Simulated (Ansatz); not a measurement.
**BLYP/def2-SVP run of C2H5BO (SMILES B1CCO1)**

What is the vertical ionisation energy of C2H5BO at BLYP/def2-SVP? 

Program for the calculation: Ansatz 0.2.0.

68 further runs of the same task are left out: 68 set aside as unsound or not needed.

## Step 1: Starting point

The species is C2H5BO (9 atoms), meant as a singlet with charge 0. SMILES: `B1CCO1`. The shape is that of a PBE0-D4/def2-TZVP optimisation.

Bond lengths: B1–C2 1.580 Å, C2–C3 1.533 Å, B1–O4 1.364 Å, C3–O4 1.455 Å, B1–H5 1.195 Å, C2–H6 1.091 Å, C2–H7 1.091 Å, C3–H8 1.092 Å, C3–H9 1.092 Å. Some angles: B1–C2–C3 80.2°, C2–B1–O4 95.4°, C2–C3–O4 93.7°, B1–O4–C3 90.7°, B1–C2–H6 117.4°, B1–C2–H7 117.4°, C3–C2–H6 115.4°, C3–C2–H7 115.4°, C2–B1–H5 139.9°, O4–B1–H5 124.7°.

## Step 2: A single-point energy at BLYP/def2-SVP

input.yaml

```yaml
crystal:
  periodic: [false, false, false]
  atoms:
    - symbol: B
      position_ang: [-0.402600, 0.301700, -1.082000]
    - symbol: C
      position_ang: [0.506000, 0.617000, 0.171000]
    - symbol: C
      position_ang: [-0.098600, -0.719600, 0.617700]
    - symbol: O
      position_ang: [-0.884800, -0.878500, -0.596200]
    - symbol: H
      position_ang: [-0.697000, 0.772800, -2.139500]
    - symbol: H
      position_ang: [0.236300, 1.479000, 0.782200]
    - symbol: H
      position_ang: [1.586200, 0.614100, 0.021000]
    - symbol: H
      position_ang: [-0.757600, -0.681300, 1.487200]
    - symbol: H
      position_ang: [0.600600, -1.551500, 0.721500]
basis:
  gaussian:
    orbitals: def2-SVP
hamiltonian:
  xc: {name: BLYP}
accuracy: high
output: {orbitals: {seedname: orbitals}}
```

On the command line:

```bash
$ ansatz run input.yaml --threads 1 --pin off --max-ram 3480MiB --events-out events.jsonl --progress --plain --runs-dir runs
```

Standard output:

```text
Warning: RAYON_NUM_THREADS=1 ignored (pool sized by the plan → 1); use --threads N
Functional definition: BLYP
  name "BLYP"
  parameter beta = 0.0042
  parameter a = 0.04918
  parameter b = 0.132
  parameter c = 0.2533
  parameter d = 0.349
  exchange = b88_x(beta = beta)
  correlation = lyp_c(a = a, b = b, c = c, d = d)
1978 factors; integrals over basis functions are off by at most 3.5e-9 eV
mean field evaluation 1: about -4864.8188 eV, gradient 5.9e1 eV
mean field evaluation 2: about -4847.0025 eV, gradient 1.1e2 eV
mean field evaluation 4: about -4873.1715 eV, gradient 8.0e0 eV
mean field evaluation 8: about -4873.2976 eV, gradient 7.3e-1 eV
mean field evaluation 16: about -4873.2988 eV, gradient 1.1e-5 eV
mean field -4873.29883751 eV, -179.0904290378 hartree, gradient 4.5e-8 eV, S^2 0.000000; 0 other end points of the search recorded, 0 dependent functions left out
reference -4873.29889144 eV, -179.0904310199 hartree; 15, 15 occupied and 66, 66 virtual orbitals, 1978 factors
Total energy: -4873.29889144 eV, -179.0904310199 hartree
```

Run time: 4.8 s. Hardware: 1 thread of Arm Neoverse V2, shared host; peak memory 0.21 GiB.

## Step 3: The doublet cation

job.yaml

```yaml
crystal:
  periodic: [false, false, false]
  atoms:
    - {symbol: B, position_ang: [-0.402600, 0.301700, -1.082000]}
    - {symbol: C, position_ang: [0.506000, 0.617000, 0.171000]}
    - {symbol: C, position_ang: [-0.098600, -0.719600, 0.617700]}
    - {symbol: O, position_ang: [-0.884800, -0.878500, -0.596200]}
    - {symbol: H, position_ang: [-0.697000, 0.772800, -2.139500]}
    - {symbol: H, position_ang: [0.236300, 1.479000, 0.782200]}
    - {symbol: H, position_ang: [1.586200, 0.614100, 0.021000]}
    - {symbol: H, position_ang: [-0.757600, -0.681300, 1.487200]}
    - {symbol: H, position_ang: [0.600600, -1.551500, 0.721500]}
basis:
  gaussian:
    orbitals: def2-SVP
total_charge: 1
magnetization:
  spin_polarized: true
  initial_magnetization: 1
hamiltonian:
  xc: {name: BLYP}
accuracy: high
output:
  orbitals: {seedname: orbitals}
```

On the command line:

```bash
$ ansatz run job.yaml --threads 1 --pin off --max-ram 3480MiB --events-out events.jsonl --progress --plain --runs-dir runs
```

Standard output (excerpt; [...] marks lines left out):

```text
Warning: RAYON_NUM_THREADS=1 ignored (pool sized by the plan → 1); use --threads N
[... 9 set-up lines as earlier in the session ...]
1976 factors; integrals over basis functions are off by at most 3.5e-9 eV
mean field evaluation 1: about -4842.4247 eV, gradient 6.5e1 eV
mean field evaluation 2: about -4733.0070 eV, gradient 1.6e2 eV
mean field evaluation 4: about -4855.3786 eV, gradient 4.0e1 eV
mean field evaluation 8: about -4862.9584 eV, gradient 9.8e-1 eV
mean field evaluation 16: about -4862.9639 eV, gradient 4.6e-4 eV
mean field evaluation 32: about -4862.9365 eV, gradient 1.3e0 eV
mean field -4862.96394890 eV, -178.7106288867 hartree, gradient 2.1e-8 eV, S^2 0.752236; 6 other end points of the search recorded, 0 dependent functions left out
reference -4862.96399814 eV, -178.7106306964 hartree; 15, 14 occupied and 66, 67 virtual orbitals, 1976 factors
Total energy: -4862.96399814 eV, -178.7106306964 hartree
```

It took 9.9 s on 1 thread of Arm Neoverse V2, shared host; peak memory 0.26 GiB.

## Step 4: Outcome

At BLYP/def2-SVP:

```
                                          quantity          value
                      singlet C2H5BO: total energy  -179.09043 Eh
                       singlet C2H5BO: HOMO energy       -6.71 eV
                       singlet C2H5BO: LUMO energy       -0.77 eV
                     singlet C2H5BO: HOMO–LUMO gap        5.94 eV
                      doublet cation: total energy  -178.71063 Eh
doublet cation: HOMO energy (highest over α and β)      -14.33 eV
 doublet cation: LUMO energy (lowest over α and β)      -13.95 eV
                              doublet cation: ⟨S²⟩          0.752
vertical ionisation energy (to the doublet cation)      10.335 eV
```

**Reading.** The vertical ionisation energy comes to 10.33 eV (238 kcal/mol). The negative HOMO energy of the first species, 6.71 eV, lies 3.62 eV below that difference.
